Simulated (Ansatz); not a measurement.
# 6 N2 in a periodic box: molecular dynamics

Aim: see how the packed molecules move, order and perhaps react. The start is relaxed first. Runs: 300 steps of 1 fs under a Langevin thermostat at 1000 K. The molecules were packed at random to 0.802 g/cm³.

Program: Ansatz 0.2.0. Level of theory: DFT PBE+D3(BJ), plane waves, PAW, scalar-relativistic, no spin polarisation. These are calculated values, not measurements.

### 1 Starting point

The cell holds 12 atoms (N12): a = 7.034 Å, b = 7.034 Å, c = 7.034 Å, α = 90.00°, β = 90.00°, γ = 90.00°.

Coordinates:

```
CELL_PARAMETERS angstrom
7.03385 0.00000 0.00000
0.00000 7.03385 0.00000
0.00000 0.00000 7.03385
ATOMIC_POSITIONS crystal
N 0.64825 0.22794 0.69170
N 0.75647 0.17717 0.58437
N 0.68656 0.51009 0.01053
N 0.62623 0.53337 0.86347
N 0.31680 0.37362 0.56780
N 0.23147 0.39363 0.43316
N 0.95534 0.83728 0.97457
N 0.80578 0.82311 0.91765
N 0.61612 0.78194 0.62371
N 0.62994 0.76930 0.46416
N 0.30171 0.97318 0.11079
N 0.35462 0.06987 0.22766
```

### 2 Relaxing the start

input.yaml reads:

```yaml
crystal:
  lattice:
    - [7.03385, 0.0, 0.0]
    - [0.0, 7.03385, 0.0]
    - [0.0, 0.0, 7.03385]
  atoms:
    - { symbol: "N", position: [0.6482509, 0.2279387, 0.6917041] }
    - { symbol: "N", position: [0.7564653, 0.1771721, 0.5843706] }
    - { symbol: "N", position: [0.6865606, 0.5100912, 1.0105261] }
    - { symbol: "N", position: [0.6262293, 0.5333733, 0.8634678] }
    - { symbol: "N", position: [0.3168003, 0.3736239, 0.5677955] }
    - { symbol: "N", position: [0.2314749, 0.3936312, 0.4331576] }
    - { symbol: "N", position: [0.9553407, 0.8372754, 0.9745659] }
    - { symbol: "N", position: [0.8057827, 0.8231112, 0.9176462] }
    - { symbol: "N", position: [0.6161178, 0.7819357, 0.6237085] }
    - { symbol: "N", position: [0.6299441, 0.7692981, 0.4641555] }
    - { symbol: "N", position: [0.3017096, -0.0268211, 0.1107873] }
    - { symbol: "N", position: [0.3546176, 0.0698722, 0.2276598] }
basis:
  ecutwfc: 420.0
kpoints:
  mp_grid: { grid: [1, 1, 1] }
hamiltonian:
  xc: pbe
  dispersion: d3bj
scf:
  occupations: { method: fermi_dirac, width: 0.05 }
  lower_state_search: "off"
relax:
  f_tol: 0.3
  max_steps: 15
  adjacent_minimum: "off"
```

Command:

```
$ ansatz run input.yaml --threads 1 --pin off --max-ram 3072MiB --backend cpu --events-out ev --progress --plain --runs-dir out
```

Further steps of the session: Dynamics.

Before running it: what results should come out? Wanted: relaxation of the start; temperature, first and last step; temperature, second half; potential energy, second half; mean square displacement, second half.

The runs gave:

```
                             quantity                            value
              relaxation of the start          8 moves, 1.663 eV lower
                               length                300 steps of 1 fs
     temperature, first and last step                   917 and 1009 K
             temperature, second half  mean 1074 K, from 495 to 1627 K
        potential energy, second half      +54 meV/atom from the start
mean square displacement, second half                         N 1.8 Å²
```

**Reading.** Against a set 1000 K the second half averages 1074 K with a spread of 229 K (in equilibrium 12 atoms would scatter by about 236 K, over a far longer run). Over the second half N atoms stand 1.3 Å (root mean square) from where they began, and the farthest move is 2.4 Å. 300 fs on 12 atoms is far too short and small for converged averages.
